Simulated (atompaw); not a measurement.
**Pseudopotential generation for Mg: PAW (atompaw), PBE**

Do these settings give a usable potential? It is generated, then checked for scattering, ghosts and hardness.

The numbers are computed with atompaw 4.2.0.5 (PBE, scalar-relativistic, spin-unpolarised reference atom).

## 1. Starting point

The settings as typed:

```
element                 : magnesium (Mg, Z = 12)
type                    : PAW
frozen core             : [He] 2s2
valence charge          : 8
reference configuration : 2p6 3s2 3p0
partial waves           : 3s (bound): rc 2.10 bohr; 3s channel at 2.65 Ry: rc 2.10 bohr; 2p (bound): rc 0.60 bohr; 3p (bound, empty): rc 1.40 bohr; 3d channel at -0.15 Ry: rc 1.75 bohr; 3d channel at 1.15 Ry: rc 1.75 bohr
local potential         : bessel scheme, radius 1.60 bohr
core correction         : smooth core density matched at 1.30 bohr
augmentation charge     : sinc compensation charge, radius 1.55 bohr; PAW radius 2.10 bohr; waves and projectors: custom polynom gramschmidtortho
```

An earlier all-electron run gives the scale for the radii.

All-electron outer shells of the reference configuration (PBE, scalar-relativistic, ld1.x):

| shell | level (eV) | outermost node (bohr) | outermost maximum (bohr) |
| --- | --- | --- | --- |
| 1s | -1259.65 | – | 0.09 |
| 2s | -79.85 | 0.18 | 0.54 |
| 2p | -46.61 | – | 0.48 |
| 3s | -4.70 | 0.90 | 2.56 |
| 3p | -1.33 | 0.96 | 3.46 |

## 2. Generation

File Mg.input:

```
Mg 12
GGA-PBE scalarrelativistic loggrid 1500 logderivrange -5 5 251
3 3 0 0 0 0
3 1 0
0 0 0
c
c
v
v
v
2
2.10 1.55 1.60 1.30
y
2.65
n
n
y
-0.15
y
1.15
n
custom polynom gramschmidtortho sinc
bessel
2.10
2.10
0.60
1.40
1.75
1.75
PWSCFOUT
UPFDX 0.0125d0 UPFXMIN -7.d0 UPFZMESH 12.d0
END
```

On the command line:

```sh
$ atompaw < Mg.input > Mg.log
```

Q: Predict the outcome of this session. Wanted: cutoffs for 10 and 1 mRy, occupied levels; bound ghosts; largest phase difference near zero energy, channels read; lowest eigenvalue of the overlap; share of valence orbitals outside the PAW sphere; UPF file.

The runs gave:

```
                                                quantity                     value
               cutoffs for 10 and 1 mRy, occupied levels    200 Ry and over 300 Ry
                                            bound ghosts                none found
largest phase difference near zero energy, channels read                 0.002 rad
         lowest eigenvalue of the overlap (Bessel basis)                 0.240 (s)
        share of valence orbitals outside the PAW sphere  3s 79 %, 2p 0 %, 3p 93 %
                                                UPF file                   written
```

It counts as very hard, with 200 Ry needed at the looser tolerance. The tighter tolerance needs over 300 Ry, and converged work needs a cutoff nearer that. The slowest occupied level is 2p: taken alone it needs 300 Ry to come within 1 mRy, against 8 Ry for 3s. It is free of bound ghosts as far as tested. Near zero energy the phases of the channels with partial waves agree within 0.002 rad.
